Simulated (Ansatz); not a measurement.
# SiH2Se2: basis-set convergence

One table from this session's results is given with a row withheld; the runs are named, their logs left out.

Method: one geometry, several basis sets; program: Ansatz 0.2.0, Gaussian basis.

Levels to be run: PBE0-D4/def2-SVP; ωB97M-V/def2-SVP; PBE0-D4/def2-QZVPP; ωB97M-V/def2-QZVPP; the functionals' def2-TZVPP values are taken from earlier runs.

### The relaxed structure

The geometry comes from an earlier relaxation with PBE0-D4 in a triple-zeta def2 set; it is a stationary point.

SMILES `[SiH2]1[Se][Se]1`, 5 atoms, charge 0, spin multiplicity 1.

Atoms are counted from 1 here; the program's logs count them from 0.

Bond lengths: Si1–Se2 2.240 Å, Si1–Se3 2.240 Å, Si1–H4 1.478 Å, Si1–H5 1.478 Å, Se2–Se3 2.424 Å. Angles: Se2–Si1–Se3 65.5°, Se2–Si1–H4 117.6°, Se2–Si1–H5 117.6°, Se3–Si1–H4 117.6°, Se3–Si1–H5 117.6°, H4–Si1–H5 113.0°, Si1–Se2–Se3 57.2°, Si1–Se3–Se2 57.3°.

Set-up of the first run:

Input file in.yaml:

```yaml
crystal:
  periodic: [false, false, false]
  atoms:
    - {symbol: Si, position_ang: [-0.285741, 0.210091, -0.219619]}
    - {symbol: Se, position_ang: [0.766564, -0.161611, 1.722697]}
    - {symbol: Se, position_ang: [1.269123, -1.400540, -0.298850]}
    - {symbol: H, position_ang: [-1.702623, -0.198689, -0.321312]}
    - {symbol: H, position_ang: [0.002477, 1.477049, -0.924415]}
basis:
  gaussian: {orbitals: def2-SVP}
hamiltonian: {xc: pbe0, dispersion: d4}
output: {orbitals: {seedname: orbitals}}
```

Among the steps run: PBE0-D4 in def2-SVP; ωB97M-V in def2-SVP; PBE0-D4 in def2-QZVPP; ωB97M-V in def2-QZVPP.

One table of the session follows, with a row left open; its other results are not shown here.

It belongs to the step «Density functionals: the series». 

```
functional       basis  HOMO (eV)  LUMO (eV)
   PBE0-D4    def2-SVP      -6.14      -2.19
   PBE0-D4  def2-TZVPP      -6.23      -2.28
   PBE0-D4  def2-QZVPP      -6.25      -2.30
   ωB97M-V    def2-SVP      -8.21      -0.10
   ωB97M-V  def2-TZVPP      -8.32      -0.31
   ωB97M-V  def2-QZVPP          ?          ?
```

Q: Estimate the row for ωB97M-V, def2-QZVPP from the others.

The run gave: HOMO (eV): -8.34; LUMO (eV): -0.39. In the column «HOMO (eV)» it is the lowest.
